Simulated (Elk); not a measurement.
# Er: runs with freely chosen settings

What does Elk give for Er when functional, basis, mesh and volume are chosen freely? Not every choice is converged.

Computed with Elk 11.2.3 with local patches (DFT, at the levels named in each step, unless a step's input says otherwise).

1 further run of the same task is left out (it didn't finish).

## (1) Starting point

The structure is hexagonal, space group P6_3/mmc (No. 194). Conventional cell: a = 3.588 Å, b = 3.588 Å, c = 5.507 Å, α = 90.00°, β = 90.00°, γ = 120.00°. Around Er (site symmetry -6m2) lie 12 Er at 3.45 to 3.59 Å.

Structure file:

```xyz
2
Lattice="3.5885 0.0000 0.0000 -1.7942 3.1077 0.0000 0.0000 0.0000 5.5070" Properties=species:S:1:pos:R:3 pbc="T T T"
Er    0.0000    2.0718    1.3767
Er    1.7942    1.0359    4.1302
```

Elk's input and logs are in atomic units (hartree, bohr).

Atoms are numbered in the order of the input: Er1, Er2.

## (2) LDA (von Barth-Hedin), rgkmax 6, 7×7×4, volume × 1.08

elk.in reads:

```
tasks
  0
  110
  115
  15
  10
  33
  43
  53
  73

xctype
  5

rgkmax
  6

gmaxvr
  16

lmaxapw
  6

lmaxo
  6

lmaxi
  4

nrmtscf
  1.5

nempty
  12

epspot
  1e-06

epsengy
  1e-05

maxscl
  100

swidth
  0.0005

stype
  3

lradstp
  4

mixtype
  1

hmaxvr
  6

reducebf
  0.5

spinpol
  .true.

tforce
  .true.

sppath
  './'

avec
  6.95749106135 0.00000000000 0.00000000000
  -3.47874553067 6.02536400573 0.00000000000
  0.00000000000 0.00000000000 10.67709085518

atoms
  1
  'Er.in'
  2
  0.333333333333 0.666666666667 0.250000000000   0.000 0.000 -0.200
  0.666666666667 0.333333333333 0.750000000000   0.000 0.000 -0.200

ngridk
  7 7 4

wplot
  120 100 1
  -0.55 0.3

plot3d
  0 0 0
  1 0 0
  0 1 0
  0 0 1
  19 19 29
```

Elk's species files are used as shipped, but for the radius rmt:

```
Er.in: 0.242536E-06    2.2400    51.3635    700    : rminsp, rmt, rmaxsp, nrmt
```

Started as:

```sh
OMP_NUM_THREADS=1 elk
```

## (3) PBE, rgkmax 9, 6×6×3, volume × 1.08

elk.in reads:

```
tasks
  0
  110
  115
  15

xctype
  20

rgkmax
  9

gmaxvr
  18

lmaxapw
  7

lmaxo
  6

lmaxi
  3

nrmtscf
  1.5

nempty
  4

epspot
  1e-05

epsengy
  1e-05

maxscl
  60

swidth
  0.008

stype
  1

lradstp
  4

mixtype
  3

hmaxvr
  4

reducebf
  0.5

spinpol
  .true.

tforce
  .true.

sppath
  './'

avec
  6.95749106135 0.00000000000 0.00000000000
  -3.47874553067 6.02536400573 0.00000000000
  0.00000000000 0.00000000000 10.67709085518

atoms
  1
  'Er.in'
  2
  0.333333333333 0.666666666667 0.250000000000   0.000 0.000 -0.500
  0.666666666667 0.333333333333 0.750000000000   0.000 0.000 -0.500

ngridk
  6 6 3
```

Elk's species files are used as shipped, but for the radius rmt:

```
Er.in: 0.242536E-06    2.8000    51.3635    700    : rminsp, rmt, rmaxsp, nrmt
```

**Question.** What will these runs give? Wanted: LDA; PBE, rgkmax 9, 6×6×3, volume × 1.08.

**Answer**, as computed:

| quantity | value |
| --- | --- |
| LDA (von Barth-Hedin), rgkmax 6, 7×7×4, volume × 1.08 | not converged |
| PBE, rgkmax 9, 6×6×3, volume × 1.08 | not converged |

In words: 2 of 2 runs gave nothing usable.
